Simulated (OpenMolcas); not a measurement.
# CH7NSn (SMILES C[NH][SnH3]): levels of theory compared

Aim: a comparison of 6 runs (HF/3-21G, HF/def2-SVP, M06-2X/def2-SVP, SVWN5/def2-SVP, r2SCAN/def2-SVP, MP2/def2-SVP) of CH7NSn. 

Program for the calculation: OpenMolcas 26.06.

1 further run of the same task is left out (it didn't finish).

**1. Starting point**

The species is CH7NSn (10 atoms), meant as a singlet with charge 0. As SMILES, `C[NH][SnH3]`. The Sn3–H10 distance was set to 3.780 Å, away from the relaxed value. At this shape a bond of the SMILES string is far longer than usual.

Bond lengths: C1–N2 1.451 Å, N2–Sn3 2.028 Å, C1–H4 1.095 Å, C1–H5 1.094 Å, C1–H6 1.101 Å, N2–H7 1.011 Å, Sn3–H8 1.705 Å, Sn3–H9 1.706 Å. Some angles: C1–N2–Sn3 118.3°, C1–N2–H7 111.0°, Sn3–N2–H7 112.3°, N2–C1–H4 110.3°, N2–C1–H5 109.7°, N2–C1–H6 115.2°, N2–Sn3–H8 106.4°, N2–Sn3–H9 105.8°, H4–C1–H5 106.6°, H4–C1–H6 107.5°.

**2. The energy at HF/3-21G (run 1)**

Contents of geom.xyz:

```xyz
10

C     -2.485870    -0.547352    -0.714681
N     -1.930470    -1.838252    -0.351981
Sn    -0.690170    -1.934752     1.249619
H     -3.251670    -0.667752    -1.488181
H     -2.984270    -0.104252     0.152819
H     -1.755670     0.189248    -1.082981
H     -1.550170    -2.309352    -1.161681
H     -0.135770    -3.544352     1.334419
H     -1.640070    -1.500852     2.598219
H      2.220200     0.458400     0.948000
```

Contents of test.inp:

```
&gateway
baslib
$CurrDir
coord
geom.xyz
basis
3-21G
group
NoSym
&seward
&scf
thresholds
1e-10 1e-07 1e-07 1e-05
prorbitals
0
```

The basis set 3-21G is read from a file made from the Basis Set Exchange's data (not shown).

Command:

```sh
$ export MOLCAS_MEM=1860
$ pymolcas test.inp > test.log
```

Log:

```text
--- Start Module: gateway ---
[...]
--- Stop Module: gateway /rc=_RC_ALL_IS_WELL_ ---
--- Start Module: seward ---
[...]
      Basis functions           63
--- Stop Module: seward /rc=_RC_ALL_IS_WELL_ ---
[...]
--- Start Module: scf ---
[...]
       Convergence after  15 Iterations
[...]
::    Total SCF energy                              -6091.9131577115
[...]
      Total spin, S                                     0.0000000000
[...]
      Total electronic charge=   70.000000
      Total            charge=   -0.000000
[...]
      Dipole Moment (debye):
      Origin of the operator (angstrom)=   -0.9727   -1.7771    0.8998
                   X= -2.4360E+00               Y= -1.6676E+00               Z= -7.6335E-01           Total=  3.0492E+00
      Quadrupole Moment (debye*angstrom):
[...]
--- Stop Module: scf /rc=_RC_ALL_IS_WELL_ ---
[...]
```

It took 2.8 s on 1 thread of Intel Xeon 6975P-C (Granite Rapids), shared host; peak memory 0.4 GiB.

**3. The energy at HF/def2-SVP (core potential) (run 2)**

geom.xyz is that of step 2.

Contents of job.input:

```
* CH7NSn Hartree-Fock
&gateway
baslib
$CurrDir
coord
geom.xyz
basis
def2-SVP
group
NoSym
&seward
&scf
thresholds
1e-10 1e-07 1e-07 1e-05
prorbitals
1
```

The basis set def2-SVP is read from a file made from the Basis Set Exchange's data (not shown).

Command:

```sh
$ export MOLCAS_MEM=1860
$ pymolcas job.input > job.log
```

Log:

```text
--- Start Module: gateway ---
[...]
--- Stop Module: gateway /rc=_RC_ALL_IS_WELL_ ---
--- Start Module: seward ---
[...]
      Basis functions           89
--- Stop Module: seward /rc=_RC_ALL_IS_WELL_ ---
[...]
--- Start Module: scf ---
[...]
       Convergence after  17 Iterations
[...]
::    Total SCF energy                               -309.4429024858
[...]
      Total spin, S                                     0.0000000000
[...]
      Total electronic charge=   42.000000
      Total            charge=   -0.000000
[...]
      Dipole Moment (debye):
      Origin of the operator (angstrom)=   -0.9727   -1.7771    0.8998
                   X= -3.7918E+00               Y= -2.7572E+00               Z= -5.8346E-01           Total=  4.7245E+00
      Quadrupole Moment (debye*angstrom):
[...]
--- Stop Module: scf /rc=_RC_ALL_IS_WELL_ ---
[...]
```

Run time: 7.2 s. Hardware: 1 thread of Intel Xeon 6975P-C (Granite Rapids), shared host; peak memory 0.49 GiB.

Runs 3 to 5 aren't shown in full; the table further down has their settings and results.

**4. The energy at MP2/def2-SVP (core potential) (run 6)**

Contents of job.inp:

```
>>> EXPORT MOLCAS_PRINT=2

&GATEWAY
  BasLib = $CurrDir
  Coord
  10
  angstrom
  C       -2.485870      -0.547352      -0.714681
  N       -1.930470      -1.838252      -0.351981
  Sn      -0.690170      -1.934752       1.249619
  H       -3.251670      -0.667752      -1.488181
  H       -2.984270      -0.104252       0.152819
  H       -1.755670       0.189248      -1.082981
  H       -1.550170      -2.309352      -1.161681
  H       -0.135770      -3.544352       1.334419
  H       -1.640070      -1.500852       2.598219
  H        2.220200       0.458400       0.948000
  Basis = def2-SVP
  Group = NoSym

&SEWARD

&SCF
  Thresholds = 1e-10 1e-07 1e-07 1e-05
  PrOrbitals = 1 2

&MBPT2
  Frozen = 6
```

The basis set def2-SVP is read from a file made from the Basis Set Exchange's data (not shown).

Command:

```sh
$ export MOLCAS_MEM=1860
$ pymolcas job.inp > job.log
```

Log:

```text
--- Start Module: gateway ---
[...]
--- Stop Module: gateway /rc=_RC_ALL_IS_WELL_ ---
[...]
      Basis functions           89
[...]
--- Start Module: scf ---
[...]
       Convergence after  17 Iterations
[...]
::    Total SCF energy                               -309.4429024858
[...]
      Total spin, S                                     0.0000000000
[...]
      Total electronic charge=   42.000000
      Total            charge=   -0.000000
[...]
      Dipole Moment (debye):
      Origin of the operator (angstrom)=   -0.9727   -1.7771    0.8998
                   X= -3.7918E+00               Y= -2.7572E+00               Z= -5.8346E-01           Total=  4.7245E+00
      Quadrupole Moment (debye*angstrom):
[...]
--- Stop Module: scf /rc=_RC_ALL_IS_WELL_ ---
[...]
--- Start Module: mbpt2 ---
[...]
WARNING!
Default frozen orbitals as non valence orbitals is overwritten by user input.
Default values:   2
[...]
       Reference weight ( Cref**2 )         =        0.81452
::    Total MBPT2 energy                             -309.9117443323
[...]
      Total MBPT2 calculations                           0.29      0.33
--- Stop Module: mbpt2 /rc=_RC_ALL_IS_WELL_ ---
[...]
```

It took 7.5 s on 1 thread of Intel Xeon 6975P-C (Granite Rapids), shared host; peak memory 0.48 GiB.

**5. The series**

| run | level | integration grid | frozen core orbitals | energy (Eh) | dipole moment (D) of the reference | HOMO energy (eV) | LUMO energy (eV) | wall time |
| --- | --- | --- | --- | --- | --- | --- | --- | --- |
| 1 | HF/3-21G | – | – | -6091.913158 | 3.05 | -6.84 | -0.94 | 2.8 s |
| 2 | HF/def2-SVP (core potential) | – | – | -309.442902 | 4.72 | -7.05 | -1.19 | 7.2 s |
| 3 | M06-2X/def2-SVP (core potential) | UltraFine | – | -310.966919 | 3.85 | -6.19 | -2.81 | 38 s |
| 4 | SVWN5/def2-SVP (core potential) | UltraFine | – | -309.920217 | 3.48 | -4.90 | -4.07 | 69 s |
| 5 | r2SCAN/def2-SVP (core potential) | UltraFine | – | -311.132028 | 3.85 | -5.03 | -4.09 | 50 s |
| 6 | MP2/def2-SVP (core potential) | – | 6 | -309.911744 | 4.72 | -7.05 | -1.19 | 7.5 s |

**6. Summary of results**

```
                                          quantity          value
                               run 6: total energy  -309.91174 Eh
         run 6: dipole moment (mean-field density)         4.72 D
        run 6: HOMO energy (Hartree–Fock orbitals)       -7.05 eV
        run 6: LUMO energy (Hartree–Fock orbitals)       -1.19 eV
      run 6: HOMO–LUMO gap (Hartree–Fock orbitals)        5.86 eV
run 6: correlation energy (6 core orbitals frozen)     -468.8 mEh
```

What this shows: Over runs 1, 2, 3, 4, 5 the dipole moment (its size) runs from 3.05 D (HF/3-21G) to 4.72 D (HF/def2-SVP). The two ends differ in basis and core potential. Over runs 1, 2, 3, 4, 5 the HOMO–LUMO gap runs from 0.83 eV (SVWN5/def2-SVP) to 5.90 eV (HF/3-21G). The two ends differ in method and basis and core potential. Totals of different functionals can't be ranked against each other. Some runs of one species differ in core potentials or relativity; totals across that change don't compare. In runs 1, 2, 3, 4, 5, 6 a closed-shell determinant meets a far-stretched bond, which it describes badly. In run 1 relativity is left out where basis or elements ask for it. All runs together took 2.9 min, the longest 69 s.
